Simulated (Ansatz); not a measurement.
**C₃H₅BO: a ladder of functionals and wavefunction methods**

One table from this session's results is given with a row withheld; the runs are named, their logs left out.

Computed with Ansatz 0.2.0, Gaussian basis. Level: functionals in def2-TZVPP, the program's frozen cores in correlated methods.

The runs, in order: LDA (SPW92), PBE-D4, revPBE-D4, BLYP-D4, r2SCAN-D4, B97M-V, PBE0-D4, B3LYP-D4, r2SCANh-D4, r2SCAN0-D4, HSE06-D4, BHLYP-D4, CAM-B3LYP-D4, LC-ωPBE, ωB97X-V, ωB97M-V, B2PLYP, PBE-QIDH; CCSD(T)/def2-SVP; CCSD(T)/def2-TZVPP; MP2/def2-QZVPP; extrapolation to the limit; RPA on PBE.

### The relaxed structure

All runs share one geometry, relaxed beforehand with PBE0-D4 in a triple-zeta def2 set.

SMILES `BC1=CCO1`, 10 atoms, charge 0, spin multiplicity 1.

Atoms are counted from 1 here; the program's logs count them from 0.

Bond lengths: B1–C2 1.523 Å, B1–H6 1.193 Å, B1–H7 1.194 Å, C2–C3 1.352 Å, C2–O5 1.399 Å, C3–C4 1.491 Å, C3–H8 1.078 Å, C4–O5 1.448 Å, C4–H9 1.093 Å, C4–H10 1.093 Å. Angles: C2–B1–H6 121.3°, C2–B1–H7 117.6°, H6–B1–H7 121.2°, B1–C2–C3 136.8°, B1–C2–O5 126.9°, C3–C2–O5 96.3°, C2–C3–C4 87.6°, C2–C3–H8 135.9°, C4–C3–H8 136.4°, C3–C4–O5 88.4°, C3–C4–H9 116.9°, C3–C4–H10 116.9°, O5–C4–H9 111.2°, O5–C4–H10 111.2°, H9–C4–H10 110.3°, C2–O5–C4 87.6°.

The first run:

in.yaml

```yaml
crystal:
  periodic: [false, false, false]
  atoms:
    - {symbol: B, position_ang: [-1.869721, -0.102952, -0.508694]}
    - {symbol: C, position_ang: [-0.406200, 0.051518, -0.117328]}
    - {symbol: C, position_ang: [0.615726, -0.768287, 0.218130]}
    - {symbol: C, position_ang: [1.462122, 0.449461, 0.368986]}
    - {symbol: O, position_ang: [0.311195, 1.246926, -0.000424]}
    - {symbol: H, position_ang: [-2.547194, 0.846342, -0.758235]}
    - {symbol: H, position_ang: [-2.315212, -1.209804, -0.556843]}
    - {symbol: H, position_ang: [0.751134, -1.832144, 0.326536]}
    - {symbol: H, position_ang: [2.277726, 0.576102, -0.347993]}
    - {symbol: H, position_ang: [1.803523, 0.691737, 1.378964]}
basis:
  gaussian: {orbitals: def2-TZVPP}
hamiltonian: {xc: lda}
output: {orbitals: {seedname: orbitals}}
```

The run is started by

```console
> ansatz run in.yaml --threads 2 --pin off --events-out ev --progress --plain --max-ram 4352MiB
```

Steps of the session up to this table: LDA; PBE-D4 (GGA); revPBE-D4 (GGA); BLYP-D4 (GGA); r2SCAN-D4 (meta-GGA); B97M-V (meta-GGA); PBE0-D4 (hybrid); B3LYP-D4 (hybrid); r2SCANh-D4 (hybrid); r2SCAN0-D4 (hybrid); HSE06-D4 (hybrid); BHLYP-D4 (hybrid); CAM-B3LYP-D4 (range-separated); LC-ωPBE (range-separated); ωB97X-V (range-separated); ωB97M-V (range-separated); B2PLYP (double hybrid); PBE-QIDH (double hybrid).

One table of the session follows, with a row left open; its other results are not shown here.

It belongs to the step «Orbital energies across the functionals». 

```
  functional  HOMO (eV)  LUMO (eV)  gap (eV)
 LDA (SPW92)      -6.09      -3.43      2.66
      PBE-D4      -5.88      -3.18      2.69
   revPBE-D4      -5.80      -3.09      2.71
     BLYP-D4      -5.73      -3.02      2.70
   r2SCAN-D4      -6.05      -2.95      3.10
      B97M-V      -6.11      -2.98      3.14
     PBE0-D4      -7.05      -2.29      4.77
    B3LYP-D4      -6.83      -2.48      4.35
  r2SCANh-D4      -6.51      -2.63      3.88
  r2SCAN0-D4      -7.19      -2.15      5.04
    HSE06-D4      -6.65      -2.67      3.99
    BHLYP-D4      -8.08      -1.27      6.81
CAM-B3LYP-D4      -8.36      -1.21      7.15
     LC-ωPBE      -9.66      -0.09      9.57
     ωB97X-V      -9.31      -0.14      9.17
     ωB97M-V          ?          ?         ?
```

Q: Estimate the row for ωB97M-V from the others.

The run gave: HOMO (eV): -9.27; LUMO (eV): -0.31; gap (eV): 8.95. In the column «HOMO (eV)» it lies between ωB97X-V (-9.31) and CAM-B3LYP-D4 (-8.36).
